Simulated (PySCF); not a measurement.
**GeHF: structure of the triplet**

Where does triplet GeHF go from a bent start, is the end point a minimum, and what are its modes, charges and moments?

Program: PySCF 2.14.0. Level of theory: PBE0, basis Ge def2-TZVP, H def2-TZVP, F def2-TZVP, no relativity, density fitting. These are calculated values, not measurements.

**1. Where the work starts**

3 atoms, charge 0, spin multiplicity 3.

Bond lengths: Ge1–H2 1.530 Å, Ge1–F3 1.850 Å. Angles: H2–Ge1–F3 110.0°.

```xyz
3
charge 0 multiplicity 3
Ge    0.0000    0.0000    0.0000
H    -1.2533    0.0000    0.8776
F     1.5154    0.0000    1.0611
```

**2. First SCF at the start**

The steps below are one call of a driver around PySCF. For each, scf.py gives the equivalent set-up of the SCF; relaxations use the driver's own optimiser. After this first run the driver tries any further starts and a stability analysis.

File scf.py:

```python
from pyscf import gto, scf, dft
mol = gto.M(atom='''
Ge     0.000000     0.000000     0.000000
H     -1.253300     0.000000     0.877600
F      1.515400     0.000000     1.061100''',
    basis={'Ge': 'def2-TZVP', 'H': 'def2-TZVP', 'F': 'def2-TZVP'},
    charge=0, spin=2)
mf = dft.UKS(mol, xc='PBE0')
mf.grids.atom_grid = (50, 194)
aux = {'Ge': 'def2-universal-JKFIT', 'H': 'def2-universal-JKFIT', 'F': 'def2-universal-JKFIT'}
mf = mf.density_fit(auxbasis=aux)
mf.conv_tol = 1e-08
mf.diis_space = 10
mf.max_cycle = 60
mf.init_guess = 'minao'
mf.verbose = 4
mf.kernel()
```

Run with:

```console
$ OMP_NUM_THREADS=2 python axn.py task.json out
```

Output:

```text
init E= -2176.36867551481
[... the frontier-level lines of each cycle are left out ...]
cycle= 1 E= -2176.95434226663  delta_E= -0.586  |g|= 0.622  |ddm|= 1.14
cycle= 2 E= -2176.14686048531  delta_E= 0.807  |g|= 1.61  |ddm|= 1.07
cycle= 3 E= -2177.0472289766  delta_E= -0.9  |g|= 0.243  |ddm|= 0.858
cycle= 4 E= -2177.06232355052  delta_E= -0.0151  |g|= 0.0522  |ddm|= 0.127
cycle= 5 E= -2177.06302730288  delta_E= -0.000704  |g|= 0.0121  |ddm|= 0.0431
cycle= 6 E= -2177.06313027821  delta_E= -0.000103  |g|= 0.00247  |ddm|= 0.0138
cycle= 7 E= -2177.06313857427  delta_E= -8.3e-06  |g|= 0.00114  |ddm|= 0.00587
cycle= 8 E= -2177.06314013516  delta_E= -1.56e-06  |g|= 0.000359  |ddm|= 0.00222
cycle= 9 E= -2177.06314035023  delta_E= -2.15e-07  |g|= 0.000113  |ddm|= 0.00106
cycle= 10 E= -2177.06314036504  delta_E= -1.48e-08  |g|= 3.81e-05  |ddm|= 0.00027
cycle= 11 E= -2177.06314036614  delta_E= -1.1e-09  |g|= 7.92e-06  |ddm|= 6.59e-05
Extra cycle  E= -2177.06314036621  delta_E= -6.91e-11  |g|= 8.41e-06  |ddm|= 1.58e-05
converged SCF energy = -2177.06314036621  <S^2> = 2.0036606  2S+1 = 3.0024394
```

This step, with its further starts and checks, took 4.9 s on 2 threads of AMD EPYC 9R45 (Zen 5), shared host.

The starts that the driver tried:

| start | energy (Eh) |
| --- | --- |
| the minimal-basis guess | -2177.063140 |
| a thermally smeared density | -2177.063140 |
| a smeared PBE density | -2177.063140 |

The test of internal stability and the other starts found no lower solution of this spin.

**3. Relaxation: bent start, triplet**

The program finds Cs symmetry in the start, which this walk keeps. The walk stops when the largest gradient is under 0.0003 Eh/bohr and the energy has settled too.

Edit scf.py of step 2 so:

```diff
@@ -3,3 +3,3 @@
-Ge     0.000000     0.000000     0.000000
-H     -1.253300     0.000000     0.877600
-F      1.515400     0.000000     1.061100''',
+Ge    -0.293068     0.000000    -0.224042
+H     -1.546368     0.000000     0.653558
+F      1.222332     0.000000     0.837058''',
@@ -15 +14,0 @@
-mf.init_guess = 'minao'
```

Steps of the walk:

| step | energy (Eh) | change (kJ/mol) | largest symmetric gradient (Eh/bohr) |
| --- | --- | --- | --- |
| 0 | -2177.063140 | 0.00 | 0.04084 |
| 1 | -2177.067802 | -12.24 | 0.00433 |
| 2 | -2177.067876 | -12.43 | 0.00194 |
| 3 | -2177.067883 | -12.45 | 0.00035 |
| 4 | -2177.067883 | -12.45 | 0.00008 |

The walk took 3.9 s.

Positions (Å) and forces (eV/Å) along the way:

```
step 0
Ge  -0.293   0.000  -0.224   2.103   0.000   0.990
H   -1.546   0.000   0.654  -0.440   0.000   0.227
F    1.222   0.000   0.837  -1.663   0.000  -1.217
step 1
Ge  -0.246   0.000  -0.192  -0.084   0.000  -0.179
H   -1.547   0.000   0.654  -0.136   0.000   0.046
F    1.175   0.000   0.805   0.221   0.000   0.133
step 2
Ge  -0.248   0.000  -0.189   0.102   0.000   0.006
H   -1.559   0.000   0.651  -0.051   0.000   0.024
F    1.190   0.000   0.804  -0.051   0.000  -0.030
step 3
Ge  -0.246   0.000  -0.188   0.020   0.000  -0.010
H   -1.562   0.000   0.651  -0.014   0.000   0.005
F    1.190   0.000   0.803  -0.007   0.000   0.005
step 4
Ge  -0.245   0.000  -0.189   0.004   0.000  -0.004
H   -1.562   0.000   0.652  -0.003   0.000  -0.004
F    1.190   0.000   0.804  -0.001   0.000   0.008
```

After 4 steps and 12.5 kJ/mol it ends at Cs: Ge–F 1.745 Å, Ge–H 1.562 Å; F–Ge–H 112.8°.

**4. Frequencies**

On the finer grid the gradient is checked again; gradients at displacements of ±0.02 bohr then give force constants and infrared intensities.

Edit scf.py of step 3 so:

```diff
@@ -3,3 +3,3 @@
-Ge    -0.293068     0.000000    -0.224042
-H     -1.546368     0.000000     0.653558
-F      1.222332     0.000000     0.837058''',
+Ge    -0.276268     0.000000    -0.208863
+H     -1.593577     0.000000     0.630086
+F      1.160189     0.000000     0.782125''',
@@ -9 +9 @@
-mf.grids.atom_grid = (50, 194)
+mf.grids.atom_grid = (75, 302)
@@ -12 +12 @@
-mf.conv_tol = 1e-08
+mf.conv_tol = 1e-10
```

This SCF starts from the last density.

Log of the central SCF (cycles and frontier levels):

```text
init E= -2177.06793619301
[... the frontier-level lines of each cycle are left out ...]
cycle= 1 E= -2177.06793619301  delta_E= -5e-12  |g|= 8.39e-07  |ddm|= 1.94e-06
Extra cycle  E= -2177.06793619301  delta_E= 3.64e-12  |g|= 1.24e-06  |ddm|= 1.39e-06
converged SCF energy = -2177.06793619301  <S^2> = 2.0037061  2S+1 = 3.0024697
```

The whole step took 20 s.

Geometry: Cs; Ge–F 1.745 Å, Ge–H 1.562 Å; F–Ge–H 112.9°.

Harmonic modes (main isotopes):

```json
{"symmetry": "a'", "ω (cm⁻¹)": "567", "IR (km/mol)": "13.3", "μ (u)": "1.08", "type": "bend"}
{"symmetry": "a'", "ω (cm⁻¹)": "686", "IR (km/mol)": "84.6", "μ (u)": "21.84", "type": "stretch"}
{"symmetry": "a'", "ω (cm⁻¹)": "1922", "IR (km/mol)": "11.6", "μ (u)": "1.02", "type": "stretch"}
```

Every mode is real; the point is a minimum.

Constants and moments:

```yaml
Dipole_moment: 1.91 D
Highest_occupied_level: -5.42 eV
Lowest_empty_level: -4.41 eV
Rotational_constants: 8.342, 0.3587, 0.3439 cm⁻¹
Zero-point_energy: 19.0 kJ/mol
Principal_polarisabilities: 29.1, 29.3, 35.2 bohr³
Atomisation_energy_without_zero-point_energy: 618 kJ/mol
Principal_traceless_quadrupole_moments_about_the_centre_of_mass: -1.96, -1.21, 3.17 D Å
Entropy_at_298.15_K_and_1_bar_electronic_part_spin_only: 261.8 J/(mol K)
Heat_capacity_Cp_at_298.15_K: 41.5 J/(mol K)
Enthalpy_at_298.15_K_above_0_K: 10.70 kJ/mol
Rotational_symmetry_number: 1
Spin_squared_⟨S²⟩: 2.004
```

Charges (e) and bond orders:

```json
{"atom": "Ge1", "Mulliken": "0.25", "Löwdin": "0.19", "polar tensor": "0.61", "spin (Mulliken)": "1.66", "Mayer order to Ge1": "–"}
{"atom": "H2", "Mulliken": "0.09", "Löwdin": "-0.02", "polar tensor": "-0.05", "spin (Mulliken)": "0.25", "Mayer order to Ge1": "0.87"}
{"atom": "F3", "Mulliken": "-0.35", "Löwdin": "-0.17", "polar tensor": "-0.55", "spin (Mulliken)": "0.09", "Mayer order to Ge1": "0.95"}
```

Outer orbital energies (eV). α occupied: -34.56, -32.06, -15.83, -12.61, -11.99, -11.78, -8.45, -5.42; empty: -0.46, 0.90, 3.96, 4.41. β occupied: -34.44, -34.42, -34.39, -31.74, -14.65, -11.76, -11.52, -11.29; empty: -4.41, -1.54, 0.35, 2.11.

Mulliken populations on Ge1: s 7.54, p 14.00, d 10.16, f 0.04.

**5. Results**

| quantity | value |
| --- | --- |
| minimum | triplet, Cs |
| geometry | Ge–F 1.745 Å, Ge–H 1.562 Å; F–Ge–H 112.9° |
| wavenumbers (cm⁻¹) | 567 (a'), 686 (a'), 1922 (a') |
| dipole moment | 1.91 D |
| highest occupied, lowest empty level (either spin) | -5.42, -4.41 eV |
| polar-tensor charge of Ge1 | +0.61 e |
| zero-point energy | 19.0 kJ/mol |
| entropy at 298.15 K | 261.8 J/(mol K) |
| atomisation energy (no zero-point energy) | 618 kJ/mol |
| ⟨S²⟩ | 2.004 |

The molecule stays Cs, as typed, and the end point is a minimum. The strongest infrared band lies at 686 cm⁻¹ (a', stretch). Most of the spin sits on Ge1 (Mulliken spin 1.66, against 2 for the whole molecule). Other starts or spin states, not run here, may lie lower.

The search up to here took 28 s.
